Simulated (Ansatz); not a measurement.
# SnNH2F (SMILES [NH2][Sn][F]) at B2PLYP/def2-SVP (core potential)

What is the energy change on altering one bond length of SnNH2F at B2PLYP/def2-SVP (core potential)? 

The results are computed with Ansatz 0.2.0.

69 further runs of the same task are left out: 69 set aside as unsound or not needed.

**1. The molecule**

SnNH2F: 5 atoms, total charge 0, spin state singlet. SMILES: `[NH2][Sn][F]`. Geometry: relaxed at PBE0-D4/def2-TZVP. This is one conformer, not always the lowest.

Bond lengths: N1–Sn2 2.003 Å, Sn2–F3 1.951 Å, N1–H4 1.008 Å, N1–H5 1.010 Å. Angles: N1–Sn2–F3 92.0°, Sn2–N1–H4 126.2°, Sn2–N1–H5 121.8°, H4–N1–H5 112.0°.

**2. The energy at B2PLYP/def2-SVP (core potential)**

File run.yaml:

```yaml
basis:
  gaussian:
    orbitals: def2-SVP
crystal:
  periodic: [false, false, false]
  atoms:
    - {symbol: "N", position_ang: [-0.302900, 0.495500, -0.393300]}
    - {symbol: Sn, position_ang: [0.338900, -0.053700, 1.423200]}
    - {symbol: F, position_ang: [0.966900, -1.775900, 0.754300]}
    - {symbol: H, position_ang: [-0.746800, 1.369300, -0.629100]}
    - {symbol: H, position_ang: [-0.206200, -0.108900, -1.196600]}
hamiltonian:
  xc: {name: B2PLYP}
correlation:
  frozen_orbitals: {F: 1, H: 0, "N": 1, Sn: 4}
accuracy: high
output: {orbitals: {seedname: orbitals}}
```

Started as:

```bash
ansatz run run.yaml --threads 1 --pin off --max-ram 3480MiB --events-out events.jsonl --progress --plain --runs-dir runs
```

Output:

```text
Warning: RAYON_NUM_THREADS=1 ignored (pool sized by the plan → 1); use --threads N
Functional definition: B2PLYP
  name "B2PLYP"
  parameter a = 0.53
  parameter c = 0.27
  exchange = (1 - a)*b88_x + a*exact_x
  correlation = (1 - c)*lyp_c + c*(mp2_os + mp2_ss)
1479 factors; integrals over basis functions are off by at most 3.2e-9 eV
mean field evaluation 1: about -10047.1038 eV, gradient 5.7e1 eV
mean field evaluation 2: about -10047.2689 eV, gradient 5.7e1 eV
mean field evaluation 4: about -10053.5778 eV, gradient 7.3e0 eV
mean field evaluation 8: about -10053.7383 eV, gradient 5.4e-1 eV
mean field evaluation 16: about -10053.7394 eV, gradient 2.3e-4 eV
mean field -10053.73936476 eV, -369.4681069855 hartree, gradient 2.1e-8 eV, S^2 0.000000; 0 other end points of the search recorded, 0 dependent functions left out
6 core orbitals not correlated: weight in the atoms' cores, before any rotation towards them, 1.000 or more for the frozen orbitals, at most 0.000 for the correlated occupied ones
reference -10053.73938488 eV, -369.4681077249 hartree; 14, 14 occupied and 44, 44 virtual orbitals, 1479 factors
second order -15.29242750 eV of doubles, -0.00000000 eV of singles
Total energy: -10057.86834030 eV, -369.6198440381 hartree
```

Run time: 7.2 s. Hardware: 1 thread of Arm Neoverse V1, shared host; peak memory 0.18 GiB.

**3. The distorted shape, same level**

File run.yaml:

```yaml
basis:
  gaussian: {orbitals: def2-SVP}
crystal:
  periodic: [false, false, false]
  atoms:
    - symbol: "N"
      position_ang: [0.052220, -0.203541, -0.204660]
    - symbol: Sn
      position_ang: [0.694020, -0.752741, 1.611840]
    - symbol: F
      position_ang: [1.322020, -2.474941, 0.942940]
    - symbol: H
      position_ang: [-0.746800, 1.369300, -0.629100]
    - symbol: H
      position_ang: [0.148920, -0.807941, -1.007960]
correlation: {frozen_orbitals: {F: 1, H: 0, "N": 1, Sn: 4}}
hamiltonian: {xc: {name: B2PLYP}}
accuracy: high
output: {orbitals: {seedname: orbitals}}
```

Started as:

```bash
ansatz run run.yaml --threads 1 --pin off --max-ram 3480MiB --events-out events.jsonl --progress --plain --runs-dir runs
```

Output:

```text
Warning: RAYON_NUM_THREADS=1 ignored (pool sized by the plan → 1); use --threads N
Functional definition: B2PLYP
  name "B2PLYP"
  parameter a = 0.53
  parameter c = 0.27
  exchange = (1 - a)*b88_x + a*exact_x
  correlation = (1 - c)*lyp_c + c*(mp2_os + mp2_ss)
1480 factors; integrals over basis functions are off by at most 3.6e-9 eV
mean field evaluation 1: about -10041.0673 eV, gradient 6.0e1 eV
mean field evaluation 2: about -10041.1212 eV, gradient 6.0e1 eV
mean field evaluation 4: about -10048.9884 eV, gradient 1.5e1 eV
mean field evaluation 8: about -10049.5801 eV, gradient 7.2e-1 eV
mean field evaluation 16: about -10049.5831 eV, gradient 1.6e-4 eV
mean field -10049.58310546 eV, -369.3153672736 hartree, gradient 8.7e-8 eV, S^2 0.000000; 0 other end points of the search recorded, 0 dependent functions left out; unrestricted orbitals would lower it
6 core orbitals not correlated: weight in the atoms' cores, before any rotation towards them, 1.000 or more for the frozen orbitals, at most 0.000 for the correlated occupied ones
reference -10049.58312676 eV, -369.3153680565 hartree; 14, 14 occupied and 44, 44 virtual orbitals, 1480 factors
second order -16.48884073 eV of doubles, -0.00000000 eV of singles
Total energy: -10054.03511376 eV, -369.4789755609 hartree
```

It took 6.9 s on 1 thread of Arm Neoverse V1, shared host; peak memory 0.2 GiB.

**4. Summary of results**

At B2PLYP/def2-SVP (core potential), 6 core orbitals frozen:

| quantity | value |
| --- | --- |
| first shape: total energy | -369.61984 Eh |
| first shape: HOMO energy (SCF part's orbitals) | -8.42 eV |
| first shape: LUMO energy (SCF part's orbitals) | -0.69 eV |
| first shape: HOMO–LUMO gap (SCF part's orbitals) | 7.73 eV |
| distorted shape: total energy | -369.47898 Eh |
| distorted shape: HOMO energy (SCF part's orbitals) | -8.51 eV |
| distorted shape: LUMO energy (SCF part's orbitals) | -1.46 eV |
| distorted shape: HOMO–LUMO gap (SCF part's orbitals) | 7.06 eV |
| energy change with the N1–H4 bond stretched from 1.008 to 1.815 Å | 3.833 eV |

**Reading.** With the N1–H4 bond stretched from 1.008 to 1.815 Å the energy rises by 3.83 eV (88 kcal/mol). The first shape isn't relaxed at this level, so the change isn't measured from a minimum. A restricted reference can't describe the breaking bond well at this length. The restricted solution (distorted shape) is unstable to spin breaking: an unrestricted one lies lower.
